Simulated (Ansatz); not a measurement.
# CsPt3: one candidate structure

Where does CsPt3 go from the start given, Cu3Au (L1_2) type (Pm-3m, No. 221)?

Computed with Ansatz 0.2.0 (DFT PBE, scalar-relativistic, plane waves, PAW, unless a step's input says otherwise).

### 1 The system as given

Symmetry: Pm-3m, No. 221, cubic system. The conventional cell has a = 4.465 Å, b = 4.465 Å, c = 4.465 Å, α = 90.00°, β = 90.00°, γ = 90.00°. Cs (site symmetry m-3m) is surrounded by 12 Pt at 3.16 Å. Pt (site symmetry 4/mmm) has 4 Cs at 3.16 Å and 8 Pt at 3.16 Å as nearest neighbours.

Structure file:

```
Cs Pt
1.0
     4.46512    0.00000    0.00000
     0.00000    4.46512    0.00000
     0.00000    0.00000    4.46512
Cs Pt
1 3
Direct
  0.00000 0.00000 0.00000
  0.00000 0.50000 0.50000
  0.50000 0.00000 0.50000
  0.50000 0.50000 0.00000
```

(A quick probe on a coarse mesh, which set the mesh and smearing, is not shown.)

### 3 Coarse relaxation

File input.yaml:

```yaml
crystal:
  lattice:
    - [4.4651198211, 0.0, 0.0]
    - [0.0, 4.4651198211, 0.0]
    - [0.0, 0.0, 4.4651198211]
  atoms:
    - { symbol: Cs, position: [0.0, 0.0, 0.0] }
    - { symbol: Pt, position: [0.0, 0.5, 0.5] }
    - { symbol: Pt, position: [0.5, 0.0, 0.5] }
    - { symbol: Pt, position: [0.5, 0.5, 0.0] }
basis:
  ecutwfc: 420
kpoints:
  mp_grid: { grid: [4, 4, 4] }
hamiltonian:
  xc: pbe
scf:
  occupations: { method: gaussian, width: 0.1 }
  lower_state_search: "off"
output:
  forces: true
  stress: true
  eigenvalues: true
relax:
  adjacent_minimum: "off"
  f_tol: 0.04
  max_steps: 70
  cell: { stress_tol: 0.4 }
```

On the command line:

```console
$ ansatz run input.yaml --threads 1 --pin off --max-ram 2560MiB --backend cpu --events-out ev --progress --plain --runs-dir out
```

Further runs follow: full relaxation.

**Question.** What will these runs give?

The runs gave:

Formation energies count from the elements, computed with the same settings in runs not shown here.

| quantity | value |
| --- | --- |
| cell | a = 4.333 Å, b = 4.333 Å, c = 4.333 Å, α = 90.00°, β = 90.00°, γ = 90.00° |
| space group | Pm-3m (No. 221) |
| volume | 20.34 Å³/atom |
| gap on the mesh | none (metal) |
| formation energy from the elements | +0.908 eV/atom |

**Reading.** The space group stayed Pm-3m, and from the first guess the volume went from 22.26 to 20.34 Å³/atom. The formation energy of +0.91 eV/atom is positive, so the elements lie lower than this structure; another structure of the compound can lie lower. The runs treat Pt without spin-orbit coupling.
